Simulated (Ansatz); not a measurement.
**MoN+ (triplet): wave-function methods side by side, def2-SVP**

One table from this session's results is given with a row withheld; the runs are named, their logs left out.

Method: def2-SVP, core rule «outside noble gas», up to 5 orbitals frozen; program: Ansatz 0.2.0, Gaussian basis.

To be run: UHF; CCSD(T) on ROHF; CCSD(T) on UHF; CISD as a restricted active space (open shells left free, so some higher excitations enter); CCSDT(Q) on ROHF; CCSDT(Q) on UHF.

7 further runs of the same task are left out: 4 for a known fault of the program, 3 set aside as unsound or not needed. Runs told in other sessions of the task aren't counted.

## What is computed

The geometry is a PBE0/def2-TZVP stationary point (not a proven minimum) of the parent state, kept for this charge and spin. No spin-orbit coupling is included. Elements past krypton take def2 core potentials.

2 atoms, charge 1, spin multiplicity 3.

Atoms are counted from 1 here; the program's logs count them from 0.

Bond lengths: Mo1–N2 1.575 Å.

Geometry (Å):

```
Mo    0.0000    0.0000    0.0000
N     0.0000    0.0000    1.5750
```

The first run:

Contents of in.yaml:

```yaml
crystal:
  periodic: [false, false, false]
  atoms:
    - {symbol: Mo, position_ang: [0.000000, 0.000000, 0.000000]}
    - {symbol: N, position_ang: [0.000000, 0.000000, 1.575000]}
basis:
  gaussian: {orbitals: def2-SVP}
total_charge: 1
magnetization: {spin_polarized: true, initial_magnetization: 2}
hamiltonian: {xc: hf}
output: {orbitals: {seedname: orbitals}}
```

Started as:

```sh
$ ansatz run in.yaml --threads 1 --pin off --events-out ev --progress --plain --max-ram 4096MiB --backend cpu
```

Among the steps run: UHF; CCSD(T) on ROHF; CCSD(T) on UHF; CISD as a restricted active space (open shells left free, so some higher excitations enter); CCSDT(Q) on ROHF; CCSDT(Q) on UHF.

One of the session's tables, all rows but one given; the rest of the session is left out.

| method | from RCCSDT(Q) (meV) |
| --- | --- |
| ROHF | +9186.0 |
| UHF | +8310.1 |
| RMP2 | -381.6 |
| UMP2 | ? |
| RCCSD | +580.2 |
| UCCSD | +484.5 |
| RCCSD(T) | +108.1 |
| UCCSD(T) | +111.1 |
| RCCSDT | +103.2 |
| UCCSDT | +56.9 |
| RCCSDT(Q) | 0 |
| UCCSDT(Q) | -30.8 |

Estimate the missing values for UMP2.

The run gave: from RCCSDT(Q) (meV): +1246.7. In the column «from RCCSDT(Q) (meV)» it lies between RCCSD (+580.2) and UHF (+8310.1).

Not comparable, so not listed: CISD as a restricted active space (open shells left free, so some higher excitations enter) (they don't share determinant, frozen orbitals or solution with the rows shown, or repeat one).

The program flags UCCSD(T) as in doubt (see the logs), so read those rows with care; the flags are large difference.

Caveats from the session: The determinant of HF (⟨S²⟩ 2.83) is far from a pure spin state, so its energy mixes those of several spin states; that is harmless only where they are near-degenerate. The determinant of CCSD(T) (⟨S²⟩ 2.83) is far from a pure spin state, so its energy mixes those of several spin states; high orders of coupled cluster remove much of that, low ones don't. The determinant of CCSDT(Q) (⟨S²⟩ 2.83) is far from a pure spin state, so its energy mixes those of several spin states; high orders of coupled cluster remove much of that, low ones don't. The program flags UCCSD(T) as in doubt, so read those rows with care; the flags are large difference. Restricted and unrestricted rows rest on different reference determinants; a gap between their highest levels can come from leftover correlation error, from unlike frozen cores or from another state.
